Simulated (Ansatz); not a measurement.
# CaCu12: the cost of one run

All numbers below are computed with Ansatz 0.2.0 (DFT PBEsol, plane waves, PAW, scalar-relativistic, no spin polarisation).

1 further run of the same task is left out (it didn't finish).

### 1 The starting structure

The cell holds 13 atoms (CaCu12): a = 5.105 Å, b = 5.105 Å, c = 17.168 Å, α = 90.00°, β = 90.00°, γ = 60.00°.

As a file:

```xyz
13
Lattice="5.1053 0.0000 0.0000 2.5527 4.4213 0.0000 0.0000 0.0000 17.1685" Properties=species:S:1:pos:R:3 pbc="T T T"
Cu    1.2763    0.7369    1.0000
Cu    3.8290    0.7369    1.0000
Cu    2.5527    2.9476    1.0000
Cu    5.1053    2.9476    1.0000
Cu    0.0000    1.4738    3.0842
Cu    2.5527    1.4738    3.0842
Cu    1.2763    3.6844    3.0842
Cu    3.8290    3.6844    3.0842
Cu    0.0000    0.0000    5.1685
Cu    2.5527    0.0000    5.1685
Cu    1.2763    2.2107    5.1685
Cu    3.8290    2.2107    5.1685
Ca    1.1714    0.0201    8.0985
```

### 2 End point A

input.yaml

```yaml
crystal:
  lattice:
    - [5.105311, 0.0, 0.0]
    - [2.552655, 4.421329, 0.0]
    - [0.0, 0.0, 17.168469]
  atoms:
    - { symbol: Cu, position: [0.1666667, 0.1666667, 0.0582463] }
    - { symbol: Cu, position: [0.6666667, 0.1666667, 0.0582463] }
    - { symbol: Cu, position: [0.1666667, 0.6666667, 0.0582463] }
    - { symbol: Cu, position: [0.6666667, 0.6666667, 0.0582463] }
    - { symbol: Cu, position: [-0.1666667, 0.3333333, 0.1796453] }
    - { symbol: Cu, position: [0.3333333, 0.3333333, 0.1796453] }
    - { symbol: Cu, position: [-0.1666667, 0.8333333, 0.1796453] }
    - { symbol: Cu, position: [0.3333333, 0.8333333, 0.1796453] }
    - { symbol: Cu, position: [0.0, 0.0, 0.3010443] }
    - { symbol: Cu, position: [0.5, 0.0, 0.3010443] }
    - { symbol: Cu, position: [0.0, 0.5, 0.3010443] }
    - { symbol: Cu, position: [0.5, 0.5, 0.3010443] }
    - { symbol: Ca, position: [0.2271724, 0.0045416, 0.4717059] }
basis:
  ecutwfc: 420.0
kpoints:
  mp_grid: { grid: [4, 4, 1] }
hamiltonian:
  xc: pbesol
scf:
  occupations: { method: gaussian, width: 0.05 }
  lower_state_search: "off"
relax:
  f_tol: 0.03
  max_steps: 60
  adjacent_minimum: "off"
  constraints: [{ sites: [0, 1, 2, 3] }]
```

The run is started by

```bash
$ ansatz run input.yaml --threads 4 --pin off --max-ram 10240MiB --backend cpu --events-out ev --progress --plain --runs-dir out
```

**Question.** How long does this run take on 4 threads of Intel Xeon Platinum 8559C (Emerald Rapids), shared host, and how much memory does it need?

About 46 s, with a peak of 1.5 GiB.
